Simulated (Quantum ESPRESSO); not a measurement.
# In3Cu (Pm-3m) in Quantum ESPRESSO: equation of state

Aim: energy against volume of In3Cu in PBEsol, for its equilibrium volume and stiffness.

All numbers are computed with Quantum ESPRESSO 7.5; they aren't measurements. Logs are shortened: lines on timing, memory, paths and dates and some standing lists are left out, and cuts for length are marked.

## Step 1: The crystal as given

It takes space group Pm-3m (No. 221, cubic). The conventional cell has a = 4.483 Å, b = 4.483 Å, c = 4.483 Å, α = 90.00°, β = 90.00°, γ = 90.00°. In (site symmetry 4/mmm) has 8 In at 3.17 Å and 4 Cu at 3.17 Å as nearest neighbours. Cu (site symmetry m-3m) has 12 In at 3.17 Å as nearest neighbours.

The cell comes from a database or a generator and needn't be the stable form of this composition.

## Step 2: Single point, PBEsol, 21.17 Å³/atom

The input, pw.in:

```
&CONTROL
  calculation = 'scf'
  prefix = 'pwscf'
  outdir = './tmp'
  pseudo_dir = './pseudo'
  tstress = .true.
  disk_io = 'nowf'
/
&SYSTEM
  ibrav = 0
  nat = 4
  ntyp = 2
  ecutwfc = 56
  ecutrho = 448
  nbnd = 39
  occupations = 'smearing'
  smearing = 'fd'
  degauss = 0.00367493
/
&ELECTRONS
  conv_thr = 8d-10
  electron_maxstep = 120
  mixing_beta = 0.5
/
ATOMIC_SPECIES
In   114.8180 in_pbesol_v1.4.uspp.F.UPF
Cu    63.5460 cu_pbesol_v1.2.uspp.F.UPF
CELL_PARAMETERS angstrom
   4.3912562818    0.0000000000    0.0000000000
   0.0000000000    4.3912562818    0.0000000000
   0.0000000000    0.0000000000    4.3912562818
ATOMIC_POSITIONS crystal
In     0.5000000000    0.5000000000    0.0000000000
In     0.5000000000    0.0000000000    0.5000000000
In     0.0000000000    0.5000000000    0.5000000000
Cu     0.0000000000    0.0000000000    0.0000000000
K_POINTS automatic
6 6 6 0 0 0
```

Potentials or basis: GBRV 1.5 PBEsol.

Run with:

```bash
OMP_NUM_THREADS=1 mpirun -n 2 pw.x -nk 2 -in pw.in > pw.out
```

pw.out:

```text
This program is part of the open-source Quantum ESPRESSO suite
     for quantum simulation of materials; please cite
         "P. Giannozzi et al., J. Phys.:Condens. Matter 21 395502 (2009);
         "P. Giannozzi et al., J. Phys.:Condens. Matter 29 465901 (2017);
         "P. Giannozzi et al., J. Chem. Phys. 152 154105 (2020);
     in publications or presentations arising from this work. More details at

     Message from routine setup:
     using ibrav=0 with symmetry is DISCOURAGED, use correct ibrav instead

     K-points division:     npool     =       2
     Subspace diagonalization in iterative solution of the eigenvalue problem:
     a serial algorithm will be used

     G-vector sticks info
     --------------------
     sticks:   dense  smooth     PW     G-vecs:    dense   smooth      PW
     Sum        2449    1225    357                91623    32423    5185

     Using Slab Decomposition

     bravais-lattice index     =            0
     lattice parameter (alat)  =       8.2983  a.u.
     unit-cell volume          =     571.4299 (a.u.)^3
     number of atoms/cell      =            4
     number of atomic types    =            2
     number of electrons       =        58.00
     number of Kohn-Sham states=           39
     kinetic-energy cutoff     =      56.0000  Ry
     charge density cutoff     =     448.0000  Ry
     scf convergence threshold =      8.0E-10
     mixing beta               =       0.5000
     number of iterations used =            8  plain     mixing
     Exchange-correlation= SLA  PW   PSX  PSC
                           (   1   4  10   8   0   0   0)

     celldm(1)=   8.298272  celldm(2)=   0.000000  celldm(3)=   0.000000
     celldm(4)=   0.000000  celldm(5)=   0.000000  celldm(6)=   0.000000

     crystal axes: (cart. coord. in units of alat)
               a(1) = (   1.000000   0.000000   0.000000 )
               a(2) = (   0.000000   1.000000   0.000000 )
               a(3) = (   0.000000   0.000000   1.000000 )

     reciprocal axes: (cart. coord. in units 2 pi/alat)
               b(1) = (  1.000000  0.000000  0.000000 )
               b(2) = (  0.000000  1.000000  0.000000 )
               b(3) = (  0.000000  0.000000  1.000000 )

     PseudoPot. # 1 for In read from file:
     in_pbesol_v1.4.uspp.F.UPF
     Pseudo is Ultrasoft + core correction, Zval = 13.0
     Generated by new atomic code, or converted to UPF format
     Using radial grid of  889 points,  6 beta functions with:
                l(1) =   0
                l(2) =   0
                l(3) =   1
                l(4) =   1
                l(5) =   2
                l(6) =   2
     Q(r) pseudized with  6 coefficients,  rinner =    1.400   1.400   1.400
                                                       1.400   1.400

     PseudoPot. # 2 for Cu read from file:
     cu_pbesol_v1.2.uspp.F.UPF
     Pseudo is Ultrasoft + core correction, Zval = 19.0
     Generated by new atomic code, or converted to UPF format
     Using radial grid of  867 points,  6 beta functions with:
                l(1) =   0
                l(2) =   0
                l(3) =   1
                l(4) =   1
                l(5) =   2
                l(6) =   2
     Q(r) pseudized with  8 coefficients,  rinner =    1.150   1.150   1.150
                                                       1.150   1.150

     atomic species   valence    mass     pseudopotential
     In               13.00   114.81800     In( 1.00)
     Cu               19.00    63.54600     Cu( 1.00)

     48 Sym. Ops., with inversion, found

   Cartesian axes

     site n.     atom                  positions (alat units)
         1        In     tau(   1) = (   0.5000000   0.5000000   0.0000000  )
         2        In     tau(   2) = (   0.5000000   0.0000000   0.5000000  )
         3        In     tau(   3) = (   0.0000000   0.5000000   0.5000000  )
         4        Cu     tau(   4) = (   0.0000000   0.0000000   0.0000000  )

     number of k points=    20  Fermi-Dirac smearing, width (Ry)=  0.0037
                       cart. coord. in units 2pi/alat
        k(    1) = (   0.0000000   0.0000000   0.0000000), wk =   0.0092593
        k(    2) = (   0.0000000   0.0000000   0.1666667), wk =   0.0555556
        k(    3) = (   0.0000000   0.0000000   0.3333333), wk =   0.0555556
        k(    4) = (   0.0000000   0.0000000  -0.5000000), wk =   0.0277778
        k(    5) = (   0.0000000   0.1666667   0.1666667), wk =   0.1111111
        k(    6) = (   0.0000000   0.1666667   0.3333333), wk =   0.2222222
[... 12 lines left out ...]
        k(   19) = (   0.3333333  -0.5000000  -0.5000000), wk =   0.0555556
        k(   20) = (  -0.5000000  -0.5000000  -0.5000000), wk =   0.0092593

     Dense  grid:    91623 G-vectors     FFT dimensions: (  60,  60,  60)

     Smooth grid:    32423 G-vectors     FFT dimensions: (  40,  40,  40)

     Initial potential from superposition of free atoms

     starting charge      52.5000, renormalised to      58.0000
     Starting wfcs are   40 randomized atomic wfcs

     Self-consistent Calculation

     iteration #  1     ecut=    56.00 Ry     beta= 0.50
     Davidson diagonalization with overlap
     ethr =  1.00E-02,  avg # of iterations =  7.5

     total energy              =    -755.50385665 Ry
     estimated scf accuracy    <      87.11397389 Ry

     iteration #  2     ecut=    56.00 Ry     beta= 0.50
     Davidson diagonalization with overlap
     ethr =  1.00E-02,  avg # of iterations =  3.5

     total energy              =    -801.38013299 Ry
     estimated scf accuracy    <      88.35723040 Ry

     iteration #  3     ecut=    56.00 Ry     beta= 0.50
     Davidson diagonalization with overlap
     ethr =  1.00E-02,  avg # of iterations =  3.0
[... 99 lines left out ...]
     total energy              =    -803.02411327 Ry
     estimated scf accuracy    <       0.00000003 Ry

     iteration # 18     ecut=    56.00 Ry     beta= 0.50
     Davidson diagonalization with overlap
     ethr =  4.51E-11,  avg # of iterations =  2.0

     total energy              =    -803.02411328 Ry
     estimated scf accuracy    <          1.3E-09 Ry

     iteration # 19     ecut=    56.00 Ry     beta= 0.50
     Davidson diagonalization with overlap
     ethr =  2.26E-12,  avg # of iterations =  3.1

     End of self-consistent calculation

          k = 0.0000 0.0000 0.0000 (  3959 PWs)   bands (ev):

  -100.1981 -57.7569 -57.7569 -57.7569  -3.1760  -3.1460  -3.1460  -3.1460
    -2.8873  -2.8873  -2.6065  -2.6065  -2.6065  -2.5010  -2.5010  -2.3339
    -2.2807  -2.2807  -2.2807   1.6960   8.7132   8.7132   9.2892   9.2892
     9.2892   9.8179   9.8179   9.8179  11.3155  11.3155  12.4777  17.0753
    17.0753  17.0753  17.5976  17.5976  17.5976  21.3298  21.3298

          k = 0.0000 0.0000 0.1667 (  4008 PWs)   bands (ev):

  -100.1981 -57.7569 -57.7569 -57.7569  -3.1366  -3.1344  -3.0982  -3.0982
    -2.8786  -2.8522  -2.6162  -2.6099  -2.6099  -2.5337  -2.5001  -2.3621
    -2.3452  -2.3452  -2.2807   1.9251   7.5341   8.7742   9.1379   9.1379
     9.2881   9.3035  10.2490  10.2490  11.3281  12.0894  13.9711  16.1668
    16.1668  16.1786  16.5510  17.6826  17.6826  21.4406  21.6247

          k = 0.0000 0.0000 0.3333 (  4048 PWs)   bands (ev):
[... 41 lines left out ...]
  -100.1981 -57.7569 -57.7569 -57.7569  -2.9911  -2.9898  -2.8901  -2.8602
    -2.8398  -2.7451  -2.6934  -2.6855  -2.6255  -2.5996  -2.5604  -2.5456
    -2.5446  -2.4456  -2.4397   3.5308   6.3632   6.5670   8.8073   9.0592
     9.1317   9.3406   9.4628  10.1795  12.3241  12.9786  15.2618  15.2775
    15.3828  15.5559  18.1012  18.1181  18.4271  18.6894  19.6746

          k = 0.0000 0.3333-0.5000 (  4042 PWs)   bands (ev):

  -100.1981 -57.7569 -57.7569 -57.7569  -2.9562  -2.9283  -2.9111  -2.7934
    -2.7890  -2.7284  -2.7089  -2.6855  -2.6772  -2.6721  -2.5926  -2.5303
    -2.5262  -2.4885  -2.4761   4.3549   5.2104   7.1290   8.2284   9.0452
     9.1217   9.3268   9.5236   9.6355  13.2900  13.4945  14.0648  14.3807
    16.2032  16.2577  16.9650  17.2220  18.9422  19.5493  21.8794

          k = 0.0000-0.5000-0.5000 (  4076 PWs)   bands (ev):

  -100.1981 -57.7569 -57.7569 -57.7569  -2.9350  -2.9350  -2.8683  -2.7863
    -2.7264  -2.7264  -2.7252  -2.6812  -2.6646  -2.6646  -2.6375  -2.5807
    -2.5209  -2.5093  -2.5093   5.1621   5.9491   5.9491   7.1870   9.0740
     9.0740   9.3207   9.4177   9.5434  14.2490  14.2826  14.8863  14.8863
    15.0121  15.0121  15.8863  16.0615  22.1517  22.4508  22.4508

          k = 0.1667 0.1667 0.1667 (  4025 PWs)   bands (ev):

  -100.1981 -57.7569 -57.7569 -57.7569  -3.1123  -3.0437  -3.0437  -3.0274
    -2.8179  -2.8179  -2.6886  -2.5914  -2.5914  -2.5467  -2.5467  -2.4612
    -2.4127  -2.4127  -2.3096   2.3876   7.7503   7.7503   8.4171   9.1420
     9.1420   9.5722   9.5722   9.6041  13.4962  13.4962  14.0866  14.6915
    14.6915  15.2626  17.9953  18.3594  18.3594  19.8500  21.7426

          k = 0.1667 0.1667 0.3333 (  4047 PWs)   bands (ev):

  -100.1981 -57.7569 -57.7569 -57.7569  -3.0704  -2.9926  -2.9546  -2.9117
    -2.8100  -2.7338  -2.7316  -2.6340  -2.6322  -2.5699  -2.5597  -2.5361
    -2.5263  -2.4470  -2.3343   3.0764   6.0265   8.1551   8.6842   9.0174
     9.1457   9.3615   9.8829   9.9097  12.1424  12.2759  14.7023  14.8670
    15.2996  17.5622  17.5771  17.7912  18.0129  19.0873  22.0877
[... 11 lines left out ...]
  -100.1981 -57.7569 -57.7569 -57.7569  -3.0318  -2.9515  -2.9210  -2.8348
    -2.8301  -2.7889  -2.7237  -2.6516  -2.6239  -2.6204  -2.5462  -2.5437
    -2.5198  -2.5104  -2.3556   3.7664   6.5635   6.8013   8.7182   8.9155
     9.0877   9.3890   9.4834  10.3070  10.4472  12.8729  13.0399  15.5672
    15.9248  17.7707  18.0366  18.5119  18.9331  19.9113  21.0287

          k = 0.1667 0.3333-0.5000 (  4048 PWs)   bands (ev):

  -100.1981 -57.7569 -57.7569 -57.7569  -2.9899  -2.9195  -2.9086  -2.8408
    -2.8231  -2.7995  -2.7483  -2.6649  -2.6272  -2.6221  -2.5786  -2.5376
    -2.5329  -2.4727  -2.3922   4.5926   5.4411   7.3145   8.3814   8.9890
     9.0499   9.3389   9.6117   9.6291  10.9890  11.7681  13.7739  14.6982
    16.2708  17.0926  18.9691  19.1869  19.6343  19.9087  22.0147

          k = 0.1667-0.5000-0.5000 (  4052 PWs)   bands (ev):

  -100.1981 -57.7569 -57.7569 -57.7569  -2.9423  -2.9423  -2.9164  -2.8524
    -2.8104  -2.8104  -2.7454  -2.6779  -2.6199  -2.6199  -2.6193  -2.5228
    -2.4704  -2.4551  -2.4551   5.4211   6.1546   6.1546   7.4217   9.0553
     9.0553   9.3293   9.4232   9.4768  11.7708  12.4960  12.4960  13.5540
    17.1622  17.8109  17.8109  18.7359  22.2730  22.5763  22.5763

          k = 0.3333 0.3333 0.3333 (  4032 PWs)   bands (ev):

  -100.1981 -57.7569 -57.7569 -57.7569  -3.0354  -2.9373  -2.9373  -2.8704
    -2.8319  -2.8319  -2.7408  -2.7359  -2.5773  -2.5773  -2.5559  -2.5559
    -2.4669  -2.4669  -2.3265   4.4602   7.1015   7.1015   7.8587   8.9671
     8.9671   9.4159   9.5169   9.5169  10.9871  10.9871  11.1369  13.9388
    18.6417  18.6417  19.3532  20.4430  20.6642  20.6642  22.7187

          k = 0.3333 0.3333-0.5000 (  4050 PWs)   bands (ev):

  -100.1981 -57.7569 -57.7569 -57.7569  -3.0068  -2.9565  -2.9195  -2.8941
    -2.8822  -2.8632  -2.7772  -2.6757  -2.6057  -2.5642  -2.5635  -2.5375
    -2.4527  -2.3989  -2.3475   5.2918   6.0914   7.5375   8.6373   8.6374
     8.8166   9.2766   9.3563   9.7862   9.9834  10.2219  11.7867  12.7376
    19.1183  20.0327  20.0342  20.4623  21.3658  22.1115  22.2673

          k = 0.3333-0.5000-0.5000 (  4048 PWs)   bands (ev):

  -100.1981 -57.7569 -57.7569 -57.7569  -2.9790  -2.9782  -2.9782  -2.9275
    -2.8664  -2.8664  -2.8403  -2.6167  -2.5988  -2.5988  -2.5528  -2.5265
    -2.3708  -2.3691  -2.3691   6.1810   6.7202   6.7202   8.0751   8.8828
     8.9424   8.9424   9.3464   9.4206  10.2051  10.6564  10.6564  11.5989
    20.1937  20.8663  20.8663  21.6472  22.5562  22.8841  22.8841

          k =-0.5000-0.5000-0.5000 (  4032 PWs)   bands (ev):

  -100.1981 -57.7569 -57.7569 -57.7569  -3.0038  -3.0038  -3.0038  -2.9563
    -2.8750  -2.8750  -2.8750  -2.5924  -2.5924  -2.5924  -2.5283  -2.5283
    -2.3338  -2.3338  -2.3338   7.2086   7.2086   7.2086   7.6371   8.6890
     8.6890   8.6890   9.3550   9.3550   9.9548   9.9548   9.9548  10.6177
    21.9906  21.9906  22.7271  22.7271  22.7271  23.2115  23.2115

     the Fermi energy is    11.7860 ev

!    total energy              =    -803.02411328 Ry
     estimated scf accuracy    <          1.0E-10 Ry
     smearing contrib. (-TS)   =      -0.00125320 Ry
     internal energy E=F+TS    =    -803.02286008 Ry

     The total energy is F=E-TS. E is the sum of the following terms:
     one-electron contribution =    -448.09826979 Ry
     hartree contribution      =     267.70205743 Ry
     xc contribution           =    -150.63102150 Ry
     ewald contribution        =    -471.99562621 Ry

     convergence has been achieved in  19 iterations

     Computing stress (Cartesian axis) and pressure

          total   stress  (Ry/bohr**3)                   (kbar)     P=       -0.65
  -0.00000441   0.00000000   0.00000000           -0.65        0.00        0.00
   0.00000000  -0.00000441   0.00000000            0.00       -0.65        0.00
   0.00000000   0.00000000  -0.00000441            0.00        0.00       -0.65

=------------------------------------------------------------------------------=
   JOB DONE.
=------------------------------------------------------------------------------=
```

It took 63 s on 2 MPI ranks of Arm Neoverse V1, shared host; peak memory 0.48 GiB.

Results:

- Free energy: -10925.6997 eV
- Pressure: -0.1 GPa
- Band gap on the k mesh: none (metal or under the smearing width)

## Step 3: Single point, PBEsol, 21.62 Å³/atom

Edit pw.in of step 2 so:

```diff
@@ -28,5 +28,5 @@
 CELL_PARAMETERS angstrom
-   4.3912562818    0.0000000000    0.0000000000
-   0.0000000000    4.3912562818    0.0000000000
-   0.0000000000    0.0000000000    4.3912562818
+   4.4221816407    0.0000000000    0.0000000000
+   0.0000000000    4.4221816407    0.0000000000
+   0.0000000000    0.0000000000    4.4221816407
 ATOMIC_POSITIONS crystal
```

Potentials or basis: GBRV 1.5 PBEsol.

Run with:

```bash
OMP_NUM_THREADS=1 mpirun -n 2 pw.x -nk 2 -in pw.in > pw.out
```

It took 60 s on 2 MPI ranks of Arm Neoverse V1, shared host; peak memory 0.5 GiB.

It converged, with:

```yaml
Free_energy: -10925.6955 eV
Pressure: -1.2 GPa
Band_gap_on_the_k_mesh: none (metal or under the smearing width)
```

(Continued in part 2 of 2.)
